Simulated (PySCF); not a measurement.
# C₃H₉BrSi: a tour of settings

Which settings matter for C₃H₉BrSi (`CC(C)[SiH2]Br`)?

Programs: PySCF 2.14.0, with density-fitted response routines of our own. Each step states its level of theory. These are calculated values for one molecule in the gas phase, unless marked as measured. Atoms count from 0, in the outputs and in this text.

## Step 1: The starting structure

14 atoms, charge 0, multiplicity 1; geometry from: GFN2-xTB.

Bonds of the start (Å): C0–C1 1.53, C1–C2 1.53, C1–Si3 1.90, Si3–Br4 2.22, C0–H5 1.09, C0–H6 1.09, C0–H7 1.09, C1–H8 1.10, C2–H9 1.09, C2–H10 1.09, C2–H11 1.09, Si3–H12 1.46, Si3–H13 1.46.

## Step 2: Shielding tensors: PBE0/pcSseg-1

What the job is given:

```
{"job": {"kind": "nmr", "xc": "PBE0", "basis": "pcSseg-1"}, "charge": 0, "multiplicity": 1}
C     -1.131385    -0.968479    -0.153461
C     -0.092223    -0.011986     0.431440
C     -0.570788     1.432509     0.313658
Si     1.605658    -0.220161    -0.397538
Br     2.289111    -2.300461    -0.021767
H     -2.088871    -0.841541     0.350035
H     -1.282290    -0.775437    -1.214689
H     -0.824456    -2.006216    -0.033697
H      0.009907    -0.244108     1.499354
H     -1.527193     1.559214     0.819377
H      0.142712     2.121741     0.762056
H     -0.703562     1.711469    -0.730492
H      1.549404    -0.090292    -1.847761
H      2.623300     0.633274     0.201319
```

Level: GIAO PBE0/pcSseg-1 NMR shielding, non-relativistic, gas phase.

The run is started by

```
$ OMP_NUM_THREADS=1 python probes_run.py task.json out
```

This one command runs all jobs of the session in turn.

Log:

```text
coarse grid: 51536 points
cycle   1  E = -2982.5201865077  dE = -9.725e-01  |g| = 7.554e-01  |ddm| = 3.252e+00
cycle   2  E = -2982.5152454932  dE =  4.941e-03  |g| = 5.037e-01  |ddm| = 7.095e-01
cycle   3  E = -2982.5572290502  dE = -4.198e-02  |g| = 1.593e-01  |ddm| = 5.078e-01
cycle   4  E = -2982.5636939384  dE = -6.465e-03  |g| = 2.804e-02  |ddm| = 1.579e-01
cycle   5  E = -2982.5638319345  dE = -1.380e-04  |g| = 7.498e-03  |ddm| = 2.817e-02
cycle   6  E = -2982.5638460707  dE = -1.414e-05  |g| = 1.145e-03  |ddm| = 7.476e-03
cycle   7  E = -2982.5638462679  dE = -1.972e-07  |g| = 3.488e-04  |ddm| = 1.384e-03
final grid: 106976 points
cycle   8  E = -2982.5638552566  dE = -3.676e-08  |g| = 3.911e-04  |ddm| = 1.365e-03
cycle   9  E = -2982.5638552558  dE =  8.431e-10  |g| = 4.195e-04  |ddm| = 7.576e-04
cycle  10  E = -2982.5638552742  dE = -1.836e-08  |g| = 2.187e-05  |ddm| = 3.717e-04
cycle  11  E = -2982.5638552743  dE = -1.310e-10  |g| = 5.831e-06  |ddm| = 2.890e-05
converged SCF energy = -2982.5638552743

GIAO shielding tensors (ppm)
atom      isotropic    diamagn.    paramagn.     s11        s22        s33       span
  0 C      167.029     247.607     -80.578    156.423    158.902    185.760     29.337
  1 C      165.058     250.578     -85.520    156.450    163.100    175.622     19.172
  2 C      168.286     247.682     -79.396    154.358    161.199    189.300     34.942
  3 Si     355.366     878.085    -522.719    304.645    357.692    403.763     99.119
  4 Br    2794.129    3125.188    -331.059   2645.803   2847.958   2888.625    242.821
  5 H       30.492      30.198       0.295     26.040     27.819     37.618     11.578
  6 H       30.950      30.768       0.182     27.510     28.497     36.842      9.333
  7 H       29.837      30.205      -0.368     23.548     30.867     35.095     11.547
  8 H       30.426      32.000      -1.574     26.470     29.337     35.470      9.001
  9 H       30.354      29.950       0.404     25.853     27.717     37.493     11.641
 10 H       30.441      30.092       0.349     25.314     28.409     37.601     12.287
 11 H       30.940      30.631       0.308     26.968     28.938     36.913      9.945
 12 H       26.842      28.647      -1.805     22.237     25.793     32.496     10.259
 13 H       26.549      28.463      -1.914     21.445     25.770     32.432     10.987
```

Run time: 20 s. Hardware: 1 thread of Intel Xeon 6975P-C, shared host; peak memory 0.85 GiB.

The references, computed at this level on geometries of the same kind, shield at (ppm): 1H TMS 31.72, 13C TMS 186.9, 29Si TMS 349.2, 79Br HBr 2622. Their shielding less the atom's gives the shift. The references are single molecules in the gas phase. Atoms listed in one row are averaged.

```
                   atoms                            environment  σ (ppm)  δ (ppm)  δ scaled to CDCl3
                      C1                    sp3 CH bonded to Si    165.1     21.9               19.4
                  C0, C2                          methyl carbon    167.7     19.3               16.9
                H12, H13  hydrogen on a silicon bonded to C, Br    26.70     5.02                  –
                      H8     hydrogen on an sp3 CH bonded to Si    30.43     1.29               1.32
H5, H6, H7, H9, H10, H11            hydrogen on a methyl carbon    30.50     1.21               1.25
                     Si3           silicon bonded to C, Br, 2 H    355.4     -6.2                  –
                     Br4                   bromine bonded to Si     2794     -172                  –
```

The scaled column applies a straight-line fit of computed shieldings to shifts measured in CDCl3, with any fitted terms for Cl, Br or S neighbours (root-mean-square error 0.16 ppm for H, 1.9 ppm for C).

The run also stored atomic charges by several schemes (e):

```
 atoms  Mulliken    IAO  Hirshfeld  ESP fit
C0, C2     -0.24  -0.41      -0.12    -0.49
    C1     -0.61  -0.37      -0.10     0.33
   Si3      0.74   0.72       0.33    -0.01
   Br4     -0.39  -0.28      -0.12    -0.15
```

Mayer bond orders: C0–C1 1.03, C1–C2 1.03, C1–Si3 0.90, Si3–Br4 0.91.

Orbitals, density, ELF and potential are computed afterwards from the orbital file.

Frontier orbitals at PBE0/pcSseg-1, with the share of their density that lies nearest to each atom:

```
orbital  energy (eV)                                       lies on
   HOMO        -7.99                    Br4 59 %; C1 15 %; Si3 6 %
   LUMO         0.15  Si3 25 %; Br4 20 %; H12, H13 about 15 % each
```

ELF in a plane through or near 7 of the atoms.

Values, 10 rows by 14 columns:
```
0.00 0.00 0.00 0.00 0.00 0.00 0.00 0.00 0.00 0.00 0.00 0.00 0.00 0.00
0.00 0.00 0.00 0.00 0.01 0.01 0.00 0.00 0.01 0.00 0.00 0.00 0.00 0.00
0.00 0.00 0.00 0.42 1.00 0.98 0.01 0.46 0.99 0.60 0.01 0.00 0.00 0.00
0.00 0.00 0.00 0.26 1.00 1.00 0.10 0.38 0.99 0.52 0.42 0.01 0.00 0.00
0.00 0.06 0.29 0.18 0.42 0.10 0.78 0.58 0.48 0.98 1.00 0.18 0.00 0.00
0.00 0.51 0.86 0.42 0.83 0.37 0.79 0.38 0.43 0.24 0.53 0.01 0.00 0.00
0.00 0.44 0.80 0.42 0.66 0.13 0.24 0.61 0.80 0.96 0.09 0.00 0.00 0.00
0.00 0.09 0.48 0.75 0.71 0.02 1.00 0.97 0.72 0.99 0.28 0.00 0.00 0.00
0.00 0.00 0.01 0.05 0.02 0.00 0.62 0.46 0.03 0.03 0.00 0.00 0.00 0.00
0.00 0.00 0.00 0.00 0.00 0.00 0.00 0.00 0.00 0.00 0.00 0.00 0.00 0.00
```
The map spans 11.3 Å across and 9.5 Å up, centred on the molecule. Atoms in the plane (x, y in Å): C1 (0.2, 0.0), Br4 (-3.1, -0.9), H5 (1.5, -1.7), H7 (-0.2, -2.1), H9 (2.2, 0.7), H10 (1.0, 2.0), H13 (-1.9, 1.8).

log10 of the density (e/Å³) in the same plane.

Ten even steps from ' ' (-4.0) to '@' (1.7):
```
                                                        
                                                        
            ......::..................                  
          ..::::------::::::::------::....              
        ..::--====++====----==++++++==--::..            
        ..::--==++**++======++******++==--::..          
      ..::--==++**##**++====++**##****++==--::..        
    ..::----==++********++++++**####****++==::..        
  ..::--====++++**************##########++==::::        
..::--==++++************####%%##********++==::..        
..--==++****####**********##@@##**++++====--::..        
..--==++**##@@@@##**++++++**####**++====--::..          
..--==++**##@@%%****++==++****##****++==--::            
..::==++****##****++==++****########**==--::            
  ::--====++++++++====++**##********++==--..            
  ..::----========----==++++++++======--::..            
    ....::::::::::::::----==------::::....              
  ..............    ....::::::::::....                  
  ......                                                
  ......                                                
```
The map spans 11.3 Å across and 9.5 Å up, centred on the molecule. Atoms in the plane (x, y in Å): C1 (0.2, 0.0), Br4 (-3.1, -0.9), H5 (1.5, -1.7), H7 (-0.2, -2.1), H9 (2.2, 0.7), H10 (1.0, 2.0), H13 (-1.9, 1.8).

On the surface of density 0.002 e/bohr³ the electrostatic potential runs, from the 1st to the 99th percentile, from -0.63 V near Br4 to 1.07 V near H12.

## Step 3: Ultraviolet spectrum: PBE0/def2-SVPD

The job, as its differences from that of step 2:

```diff
@@ -1,2 +1,2 @@
-{"job": {"kind": "nmr", "xc": "PBE0", "basis": "pcSseg-1"}, "charge": 0, "multiplicity": 1}
+{"job": {"kind": "uv", "xc": "PBE0", "basis": "def2-SVPD", "nstates": 6, "ntriplets": 2}, "charge": 0, "multiplicity": 1}
 C     -1.131385    -0.968479    -0.153461
```

Level: TDDFT PBE0/def2-SVPD, vertical, gas phase, core orbitals frozen in the response.

Log:

```text
coarse grid: 51536 points
cycle   1  E = -2982.3532193023  dE = -8.657e-01  |g| = 3.570e-01  |ddm| = 4.812e+00
cycle   2  E = -2982.3449481232  dE =  8.271e-03  |g| = 3.951e-01  |ddm| = 1.112e+00
cycle   3  E = -2982.3879708400  dE = -4.302e-02  |g| = 4.277e-02  |ddm| = 5.818e-01
cycle   4  E = -2982.3883519460  dE = -3.811e-04  |g| = 1.435e-02  |ddm| = 8.614e-02
cycle   5  E = -2982.3884011067  dE = -4.916e-05  |g| = 5.699e-03  |ddm| = 2.792e-02
cycle   6  E = -2982.3884080513  dE = -6.945e-06  |g| = 4.823e-04  |ddm| = 9.307e-03
final grid: 106976 points
cycle   7  E = -2982.3884166632  dE = -7.852e-08  |g| = 4.314e-04  |ddm| = 7.102e-03
cycle   8  E = -2982.3884166487  dE =  1.450e-08  |g| = 4.841e-04  |ddm| = 1.906e-03
cycle   9  E = -2982.3884167216  dE = -7.289e-08  |g| = 4.688e-05  |ddm| = 9.684e-04
cycle  10  E = -2982.3884167222  dE = -5.584e-10  |g| = 7.843e-06  |ddm| = 8.232e-05
converged SCF energy = -2982.3884167222

Static polarisability (au): isotropic 84.977, principal 72.101 82.033 100.796

Singlet excitations
state   eV       nm        f      main configurations
  1   6.5575    189.1   0.01492   H->L 0.97
  2   6.7273    184.3   0.01577   H-1->L 0.96
  3   7.3741    168.1   0.01439   H->L+1 0.95
  4   7.5595    164.0   0.00410   H-1->L+1 0.90
  5   7.6698    161.7   0.01653   H-2->L 0.88
  6   7.9239    156.5   0.00909   H->L+2 0.78, H-1->L+2 0.11

Triplet excitations (Tamm-Dancoff, eV): 6.2313 6.3542
```

It took 26 s on 1 thread of Intel Xeon 6975P-C, shared host; peak memory 0.91 GiB.

Frontier orbitals and where they lie:

```
orbital     eV                         atoms
 HOMO−3  -9.73     C1 24 %, C2 14 %, C0 13 %
 HOMO−2  -9.02   Br4 38 %, C1 17 %, Si3 15 %
 HOMO−1  -8.19   Br4 79 %, Si3 11 %, H13 5 %
   HOMO  -7.98   Br4 53 %, C1 16 %, Si3 13 %
   LUMO  -0.10   Br4 30 %, Si3 29 %, H12 9 %
 LUMO+1   0.50   Si3 27 %, Br4 15 %, C0 10 %
 LUMO+2   1.01  Si3 29 %, Br4 29 %, H12 16 %
```

With each of the 6 states as a Gaussian band of 0.4 eV half-width at 1/e, the curve within the window shown has maxima at 186 nm (ε 1,200), 163 nm (ε 1,400) L/(mol cm). Beyond the last state computed it falls off for lack of states. The curve at chosen wavelengths:

| nm | ε (L/mol/cm) |
| --- | --- |
| 151 | 325 |
| 153 | 527 |
| 156 | 890 |
| 158 | 1123 |
| 160 | 1306 |
| 162 | 1413 |
| 165 | 1407 |
| 167 | 1309 |
| 169 | 1170 |
| 172 | 966 |
| 174 | 882 |
| 176 | 864 |
| 178 | 908 |
| 181 | 1045 |
| 183 | 1139 |
| 185 | 1200 |
| 187 | 1209 |
| 190 | 1115 |
| 192 | 993 |
| 194 | 843 |
| 197 | 607 |
| 199 | 462 |
| 201 | 338 |
| 203 | 239 |
| 206 | 133 |
| 208 | 86 |

Leading natural transition orbitals of singlet state 5: the hole lies on Br4 37 %; C1 16 %; Si3 13 %; the particle on Br4 27 %; Si3 24 %; H12, H13 about 14 % each.

Leading natural transition orbitals of singlet state 1: the hole lies on Br4 58 %; C1 16 %; Si3 7 %; the particle on Br4 28 %; Si3 25 %; H12, H13 about 14 % each.

Further results of this job:

```
           property  computed
  dipole moment (D)      2.21
polarisability (Å³)     12.59
 HOMO–LUMO gap (eV)      7.88
      −ε(HOMO) (eV)      7.98
```

## Step 4: Nuclear shieldings: OPBE/pcSseg-1

The job, as its differences from that of step 3:

```diff
@@ -1,2 +1,2 @@
-{"job": {"kind": "uv", "xc": "PBE0", "basis": "def2-SVPD", "nstates": 6, "ntriplets": 2}, "charge": 0, "multiplicity": 1}
+{"job": {"kind": "nmr", "xc": "OPBE", "basis": "pcSseg-1", "pop": true, "scf": {"aux": "def2-universal-jkfit", "level_shift": 0.2}}, "charge": 0, "multiplicity": 1}
 C     -1.131385    -0.968479    -0.153461
```

Method: GIAO OPBE/pcSseg-1 NMR shielding, non-relativistic, gas phase.

Log:

```text
final grid: 106976 points
cycle   1  E = -2983.7493335334  dE = -1.095e+00  |g| = 6.980e-01  |ddm| = 3.230e+00
cycle   2  E = -2983.7691230320  dE = -1.979e-02  |g| = 3.357e-01  |ddm| = 6.507e-01
cycle   3  E = -2983.7893687068  dE = -2.025e-02  |g| = 6.336e-02  |ddm| = 2.680e-01
cycle   4  E = -2983.7901206100  dE = -7.519e-04  |g| = 1.868e-02  |ddm| = 6.001e-02
cycle   5  E = -2983.7902257814  dE = -1.052e-04  |g| = 4.910e-03  |ddm| = 2.291e-02
cycle   6  E = -2983.7902286141  dE = -2.833e-06  |g| = 7.739e-04  |ddm| = 4.410e-03
cycle   7  E = -2983.7902287254  dE = -1.113e-07  |g| = 3.405e-04  |ddm| = 1.426e-03
cycle   8  E = -2983.7902287528  dE = -2.737e-08  |g| = 7.161e-05  |ddm| = 3.988e-04
cycle   9  E = -2983.7902287545  dE = -1.700e-09  |g| = 2.091e-05  |ddm| = 1.165e-04
cycle  10  E = -2983.7902287546  dE = -1.637e-10  |g| = 4.985e-06  |ddm| = 4.024e-05
level shift removed, Fock matrix diagonalised once more
converged SCF energy = -2983.7902287546

GIAO shielding tensors (ppm)
atom      isotropic    diamagn.    paramagn.     s11        s22        s33       span
  0 C      167.845     247.995     -80.150    157.591    159.566    186.377     28.785
  1 C      165.158     251.027     -85.869    157.887    162.506    175.079     17.192
  2 C      168.891     247.948     -79.057    155.551    161.515    189.609     34.059
  3 Si     365.257     879.182    -513.925    314.504    368.996    412.270     97.766
  4 Br    2768.916    3126.573    -357.657   2622.981   2817.810   2865.957    242.976
  5 H       30.473      30.209       0.264     26.140     27.804     37.475     11.335
  6 H       30.893      30.745       0.148     27.501     28.514     36.664      9.163
  7 H       29.759      30.176      -0.417     23.549     30.857     34.871     11.322
  8 H       30.201      32.017      -1.816     26.302     29.145     35.155      8.853
  9 H       30.322      29.932       0.391     25.930     27.689     37.347     11.417
 10 H       30.372      30.085       0.287     25.348     28.375     37.394     12.046
 11 H       30.873      30.568       0.306     26.996     28.885     36.739      9.743
 12 H       26.707      28.621      -1.915     22.164     25.673     32.284     10.121
 13 H       26.404      28.428      -2.024     21.366     25.651     32.195     10.829
```

Run time: 19 s. Hardware: 1 thread of Intel Xeon 6975P-C, shared host; peak memory 0.63 GiB.

This run: σ C1 165.2, C0 168.4, Si3 365.3, Br4 2769, H12 26.56, H8 30.20 ppm (means over like atoms).

## Step 5: Shielding tensors: KT2/pcSseg-1

The job, as its differences from that of step 4:

```diff
@@ -1,2 +1,2 @@
-{"job": {"kind": "nmr", "xc": "OPBE", "basis": "pcSseg-1", "pop": true, "scf": {"aux": "def2-universal-jkfit", "level_shift": 0.2}}, "charge": 0, "multiplicity": 1}
+{"job": {"kind": "nmr", "xc": "KT2", "basis": "pcSseg-1", "pop": true, "scf": {"conv": 1e-08, "aux": "def2-qzvpp-jkfit"}}, "charge": 0, "multiplicity": 1}
 C     -1.131385    -0.968479    -0.153461
```

With the program's defaults for keys left out, this is: GIAO KT2/pcSseg-1 NMR shielding, non-relativistic, gas phase.

Log:

```text
final grid: 106976 points
cycle   1  E = -2997.4309385458  dE = -9.929e-01  |g| = 6.657e-01  |ddm| = 3.264e+00
cycle   2  E = -2997.3321031683  dE =  9.884e-02  |g| = 7.781e-01  |ddm| = 1.235e+00
cycle   3  E = -2997.4911184507  dE = -1.590e-01  |g| = 1.984e-01  |ddm| = 9.714e-01
cycle   4  E = -2997.5008916100  dE = -9.773e-03  |g| = 5.959e-02  |ddm| = 2.597e-01
cycle   5  E = -2997.5017892257  dE = -8.976e-04  |g| = 1.447e-02  |ddm| = 7.368e-02
cycle   6  E = -2997.5018291799  dE = -3.995e-05  |g| = 2.432e-03  |ddm| = 1.509e-02
cycle   7  E = -2997.5018307379  dE = -1.558e-06  |g| = 9.415e-04  |ddm| = 4.188e-03
cycle   8  E = -2997.5018310110  dE = -2.731e-07  |g| = 2.587e-04  |ddm| = 1.571e-03
cycle   9  E = -2997.5018310290  dE = -1.804e-08  |g| = 6.065e-05  |ddm| = 4.352e-04
cycle  10  E = -2997.5018310296  dE = -6.089e-10  |g| = 8.786e-06  |ddm| = 7.323e-05
converged SCF energy = -2997.5018310296

GIAO shielding tensors (ppm)
atom      isotropic    diamagn.    paramagn.     s11        s22        s33       span
  0 C      164.790     248.230     -83.440    153.973    155.526    184.871     30.899
  1 C      160.123     251.229     -91.106    151.049    158.044    171.276     20.227
  2 C      166.326     248.323     -81.997    151.796    158.407    188.776     36.980
  3 Si     367.898     881.302    -513.404    314.475    372.338    416.879    102.404
  4 Br    2758.598    3128.862    -370.264   2595.700   2818.399   2861.695    265.995
  5 H       30.398      30.277       0.121     26.232     27.754     37.207     10.976
  6 H       30.879      30.997      -0.118     27.548     28.594     36.495      8.947
  7 H       29.638      30.369      -0.731     23.541     30.800     34.573     11.032
  8 H       30.200      32.153      -1.953     26.480     29.288     34.831      8.351
  9 H       30.242      30.023       0.218     25.987     27.622     37.115     11.128
 10 H       30.260      30.180       0.080     25.318     28.316     37.146     11.827
 11 H       30.833      30.887      -0.054     27.066     28.921     36.514      9.448
 12 H       26.663      28.913      -2.250     22.098     25.587     32.302     10.204
 13 H       26.317      28.649      -2.332     21.268     25.544     32.140     10.871
```

It took 18 s on 1 thread of Intel Xeon 6975P-C, shared host; peak memory 0.65 GiB.

This run: σ C1 160.1, C0 165.6, Si3 367.9, Br4 2759, H12 26.49, H8 30.20 ppm (means over like atoms).

## Step 6: Nuclear shieldings: mPW1PW91/pcSseg-1

The job, as its differences from that of step 5:

```diff
@@ -1,2 +1,2 @@
-{"job": {"kind": "nmr", "xc": "KT2", "basis": "pcSseg-1", "pop": true, "scf": {"conv": 1e-08, "aux": "def2-qzvpp-jkfit"}}, "charge": 0, "multiplicity": 1}
+{"job": {"kind": "nmr", "xc": "mPW1PW91", "basis": "pcSseg-1", "pop": true, "scf": {"conv": 1e-08}}, "charge": 0, "multiplicity": 1}
 C     -1.131385    -0.968479    -0.153461
```

With the program's defaults for keys left out, this is: GIAO mPW1PW91/pcSseg-1 NMR shielding, non-relativistic, gas phase.

Log:

```text
final grid: 106976 points
cycle   1  E = -2983.2678460343  dE = -9.711e-01  |g| = 7.493e-01  |ddm| = 3.249e+00
cycle   2  E = -2983.2629358741  dE =  4.910e-03  |g| = 5.010e-01  |ddm| = 7.156e-01
cycle   3  E = -2983.3054904772  dE = -4.255e-02  |g| = 1.587e-01  |ddm| = 5.089e-01
cycle   4  E = -2983.3119116176  dE = -6.421e-03  |g| = 2.758e-02  |ddm| = 1.561e-01
cycle   5  E = -2983.3120441249  dE = -1.325e-04  |g| = 7.546e-03  |ddm| = 2.776e-02
cycle   6  E = -2983.3120584008  dE = -1.428e-05  |g| = 1.156e-03  |ddm| = 7.516e-03
cycle   7  E = -2983.3120586010  dE = -2.002e-07  |g| = 3.479e-04  |ddm| = 1.394e-03
cycle   8  E = -2983.3120586228  dE = -2.179e-08  |g| = 3.507e-05  |ddm| = 5.057e-04
cycle   9  E = -2983.3120586231  dE = -3.379e-10  |g| = 1.244e-05  |ddm| = 6.998e-05
converged SCF energy = -2983.3120586231

GIAO shielding tensors (ppm)
atom      isotropic    diamagn.    paramagn.     s11        s22        s33       span
  0 C      166.202     247.638     -81.435    155.698    158.236    184.672     28.974
  1 C      164.331     250.867     -86.536    155.838    162.389    174.766     18.928
  2 C      167.393     247.700     -80.307    153.667    160.385    188.126     34.459
  3 Si     353.766     878.192    -524.425    303.119    356.531    401.649     98.530
  4 Br    2792.578    3125.449    -332.871   2645.271   2844.210   2888.252    242.981
  5 H       30.543      30.248       0.295     26.109     27.887     37.632     11.522
  6 H       30.992      30.851       0.141     27.573     28.546     36.857      9.284
  7 H       29.894      30.263      -0.369     23.633     30.938     35.111     11.478
  8 H       30.491      32.099      -1.608     26.557     29.426     35.489      8.932
  9 H       30.405      29.999       0.405     25.923     27.784     37.506     11.583
 10 H       30.496      30.153       0.343     25.400     28.474     37.613     12.214
 11 H       30.984      30.710       0.274     27.033     28.987     36.934      9.901
 12 H       26.926      28.744      -1.818     22.326     25.873     32.578     10.252
 13 H       26.642      28.543      -1.901     21.546     25.859     32.522     10.976
```

It took 18 s on 1 thread of Intel Xeon 6975P-C, shared host; peak memory 0.78 GiB.

In short: σ C1 164.3, C0 166.8, Si3 353.8, Br4 2793, H12 26.78, H8 30.49 ppm (means over like atoms).

## Step 7: Run by run: NMR shifts

Shifts (ppm), means over like atoms, with basis size and wall time:

```
              run    C1    C0   H12    H8    H5    Si3  functions  time
    PBE0/pcSseg-1  21.9  19.3  5.02  1.29  1.21   -6.2        161  20 s
    OPBE/pcSseg-1  22.3  19.1  5.12  1.47  1.22   -8.8        161  19 s
     KT2/pcSseg-1  25.5  20.0  5.13  1.42  1.25  -10.5        161  18 s
mPW1PW91/pcSseg-1  21.7  19.3  4.98  1.28  1.21   -5.9        161  18 s
```

## Step 8: Outcome

| quantity | value |
| --- | --- |
| 13C shifts against TMS (PBE0/pcSseg-1, means over atoms taken as alike) | 21.9, 19.3 ppm |
| 1H shifts against TMS (PBE0/pcSseg-1, means over atoms taken as alike) | 5.02, 1.29, 1.21 ppm |
| 29Si shifts against TMS (PBE0/pcSseg-1) | -6.2 ppm |
| 79Br shifts against HBr (PBE0/pcSseg-1) | -172 ppm |
| surface potential, 1st and 99th percentile | -0.63 V and 1.07 V |
| lowest singlet (PBE0/def2-SVPD) | 6.56 eV (189 nm), f = 0.015 |
| brightest single state of those computed | state 5, 7.67 eV, f = 0.017 |
| lowest triplet | 6.23 eV |
| range of the shift of Si3 | -10.5 to -5.9 ppm |

What this shows: Single values in the summary come from the first run of each kind that ended normally (PBE0/pcSseg-1; PBE0/def2-SVPD), which need not be the best level. At PBE0/pcSseg-1: Shielding is most anisotropic at Br4 (span 243 ppm, paramagnetic term -331 ppm). The lowest singlet, at 6.56 eV, is HOMO→LUMO 0.97 and is weak; of the 6 states computed, the strongest absorption comes from state 5 at 7.67 eV. The lowest triplet lies 0.33 eV below the lowest singlet (triplets in Tamm-Dancoff, singlets in full TDDFT). Among the atoms with a shift in every run: Across the 4 runs the shift of Si3 moves most, between -10.5 (KT2/pcSseg-1) and -5.9 ppm (mPW1PW91/pcSseg-1). Spin-orbit coupling is left out, which matters for shieldings and couplings at and beside the heavy atoms.
